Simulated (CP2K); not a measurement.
Runs of CP2K 2026.2 on CsLiCr2Te2S3. It takes space group R32 (No. 155, trigonal). The conventional cell has a = 6.639 Å, b = 6.639 Å, c = 20.639 Å, α = 90.00°, β = 90.00°, γ = 120.00°. Cs (site symmetry 32) has 6 Te at 3.84 Å and 6 S at 4.04 Å and 2 Cr at 4.16 Å as nearest neighbours. Around Li (site symmetry 32) lie 3 S at 2.41 Å. Cr (site symmetry 3) has 3 S at 2.24 Å and 1 Te at 2.45 Å as nearest neighbours. Around Te (site symmetry 3) lie 1 Cr at 2.45 Å. Around S (site symmetry 2) lie 2 Cr at 2.24 Å and 1 Li at 2.41 Å. The cell was built by a generator and needn't be a form met in nature.

```csv
task,level,smearing,EPS_DEFAULT,NGRIDS,points a segment of the path (NPOINTS),bands added on the path,CUTOFF of the grids,gap on the mesh (eV),pressure (GPa),moment (μB),largest force (eV/Å)
band structure,PBEsol,fermi-dirac 0.05 eV,1.0E-9,5,8,6,1000 Ry,none,-,4.00,-
single point,PBE,fermi-dirac 0.05 eV,1.0E-10,5,-,-,500 Ry,none,0.7,4.00,0.25
electron localisation function,PBE,fermi-dirac 0.05 eV,1.0E-9,5,-,-,500 Ry,none,0.7,4.00,0.25
band structure,LDA,fermi-dirac 0.05 eV,1.0E-9,5,8,6,1000 Ry,none,(a),4.00,0.29
band structure,PBE,fermi-dirac 0.05 eV,1.0E-9,4,8,4,500 Ry,none,-,4.00,-
atomic charges,PBE,fermi-dirac 0.0259 eV,1.0E-10,4,-,-,500 Ry,none,0.7,4.00,0.24
band structure,PBE,fermi-dirac 0.01 eV,1.0E-10,5,6,4,500 Ry,none,0.7,4.00,0.24
```

Alike in all rows: potentials or basis POTENTIAL_UZH Cs GTH-PBE-q9, Li GTH-PBE-q3, Te GTH-PBE-q6, S GTH-PBE-q6; GTH_POTENTIALS Cr GTH-PBE-q14; TZVP-MOLOPT-PBE-GTH, TZVP-MOLOPT-SR-GTH basis; spin collinear, ferromagnetic start; cell as given; k mesh 5 × 5 × 5.

Task: Estimate the missing entries.

Result: (a) -2.7.

Caveats: the basis of atomic orbitals isn't converged, which shifts pressures, moduli and gaps; only a ferromagnetic start was run, and an antiferromagnetic order may lie lower in energy; the gradient functional as typed is unsteady where the spins cancel, so forces, pressure and what rests on them aren't listed (some runs); the potentials were made for another functional, which shifts forces and pressure (some runs).

A k mesh can miss the band edges, and the runs leave out spin-orbit coupling on Cs, Te.

A gap of «none» marks a metal or a gap under the smearing width.

Not every run made on this cell is shown here.
